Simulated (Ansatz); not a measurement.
# C₃H₉CuFP: a ladder of functionals and wavefunction methods

The task here is to estimate one member of a computed series from the others.

Method: functionals in def2-TZVPP, the program's frozen cores in correlated methods; program: Ansatz 0.2.0, Gaussian basis.

Levels to be run: LDA (SPW92), PBE-D4, revPBE-D4, BLYP-D4, r2SCAN-D4, B97M-V, PBE0-D4, B3LYP-D4, r2SCANh-D4, r2SCAN0-D4, HSE06-D4, BHLYP-D4, CAM-B3LYP-D4, LC-ωPBE, ωB97X-V, ωB97M-V, B2PLYP, PBE-QIDH; CCSD(T)/def2-SVP; CCSD(T)/def2-TZVPP; MP2/def2-QZVPP; extrapolation to the limit; RPA on PBE.

**The relaxed structure**

An earlier PBE0-D4 in a triple-zeta def2 set relaxation fixed the geometry.

SMILES `C[P+](C)(C)[Cu-][F]`, 15 atoms, charge 0, spin multiplicity 1.

Atoms are counted from 1 here; the program's logs count them from 0.

Bond lengths: C1–P2 1.820 Å, C1–H7 1.093 Å, C1–H8 1.091 Å, C1–H9 1.091 Å, P2–C3 1.820 Å, P2–C4 1.820 Å, P2–Cu5 2.141 Å, C3–H10 1.091 Å, C3–H11 1.093 Å, C3–H12 1.091 Å, C4–H13 1.091 Å, C4–H14 1.093 Å, C4–H15 1.091 Å, Cu5–F6 1.773 Å. Angles: P2–C1–H7 111.2°, P2–C1–H8 109.5°, P2–C1–H9 109.5°, H7–C1–H8 109.3°, H7–C1–H9 109.3°, H8–C1–H9 108.0°, C1–P2–C3 103.1°, C1–P2–C4 103.1°, C1–P2–Cu5 115.3°, C3–P2–C4 103.1°, C3–P2–Cu5 115.3°, C4–P2–Cu5 115.3°, P2–C3–H10 109.5°, P2–C3–H11 111.2°, P2–C3–H12 109.5°, H10–C3–H11 109.3°, H10–C3–H12 108.0°, H11–C3–H12 109.3° and more.

Set-up of the first run:

Input file in.yaml:

```yaml
crystal:
  periodic: [false, false, false]
  atoms:
    - {symbol: C, position_ang: [-0.650017, -0.577642, 1.474207]}
    - {symbol: P, position_ang: [-0.045582, 0.303955, 0.001008]}
    - {symbol: C, position_ang: [1.693828, -0.220795, -0.108270]}
    - {symbol: C, position_ang: [-0.834357, -0.596152, -1.370301]}
    - {symbol: Cu, position_ang: [-0.363591, 2.421493, 0.007653]}
    - {symbol: F, position_ang: [-0.627140, 4.175255, 0.013034]}
    - {symbol: H, position_ang: [-0.454160, -1.650194, 1.401515]}
    - {symbol: H, position_ang: [-1.723293, -0.413552, 1.581070]}
    - {symbol: H, position_ang: [-0.157341, -0.180585, 2.362958]}
    - {symbol: H, position_ang: [2.135965, 0.174737, -1.023874]}
    - {symbol: H, position_ang: [1.779213, -1.310163, -0.107370]}
    - {symbol: H, position_ang: [2.249744, 0.185115, 0.738170]}
    - {symbol: H, position_ang: [-0.460339, -0.211516, -2.320266]}
    - {symbol: H, position_ang: [-0.630405, -1.667925, -1.309274]}
    - {symbol: H, position_ang: [-1.912516, -0.432031, -1.340259]}
basis:
  gaussian: {orbitals: def2-TZVPP}
hamiltonian: {xc: lda}
output: {orbitals: {seedname: orbitals}}
```

The run is started by

```bash
$ ansatz run in.yaml --threads 2 --pin off --events-out ev --progress --plain --max-ram 20480MiB --backend cuda --devices 0, --max-vram 18GiB
```

Among the steps run: LDA; PBE-D4 (GGA); revPBE-D4 (GGA); BLYP-D4 (GGA); r2SCAN-D4 (meta-GGA); B97M-V (meta-GGA); B3LYP-D4 (hybrid); r2SCANh-D4 (hybrid); r2SCAN0-D4 (hybrid); HSE06-D4 (hybrid); BHLYP-D4 (hybrid); CAM-B3LYP-D4 (range-separated); LC-ωPBE (range-separated); ωB97X-V (range-separated); ωB97M-V (range-separated); B2PLYP (double hybrid); PBE-QIDH (double hybrid).

One of the session's tables, all rows but one given; the rest of the session is left out.

It belongs to the step «Frontier levels by functional». 

| functional | HOMO (eV) | gap (eV) |
| --- | --- | --- |
| LDA (SPW92) | -5.52 | 4.49 |
| PBE-D4 | -5.24 | 4.43 |
| revPBE-D4 | -5.13 | 4.43 |
| BLYP-D4 | ? | ? |
| r2SCAN-D4 | -5.30 | 4.74 |
| B97M-V | -5.31 | 4.63 |
| PBE0-D4 | -6.62 | 6.66 |
| B3LYP-D4 | -6.45 | 6.24 |
| r2SCANh-D4 | -5.86 | 5.60 |
| r2SCAN0-D4 | -6.72 | 6.91 |
| HSE06-D4 | -6.20 | 5.87 |
| BHLYP-D4 | -8.05 | 8.77 |
| CAM-B3LYP-D4 | -8.16 | 9.06 |
| LC-ωPBE | -9.45 | 11.50 |
| ωB97X-V | -9.13 | 11.01 |
| ωB97M-V | -9.18 | 10.59 |

Estimate the missing values for BLYP-D4.

Worked estimate for «HOMO (eV)». Against the share of exact exchange, B3LYP-D4 (0.2, -6.45), BHLYP-D4 (0.5, -8.05) give a slope of -5.33 per unit share; at 0 the line stands at -5.38.

The run gave: HOMO (eV): -5.18; gap (eV): 4.47. In «HOMO (eV)» the line misses by -0.20.
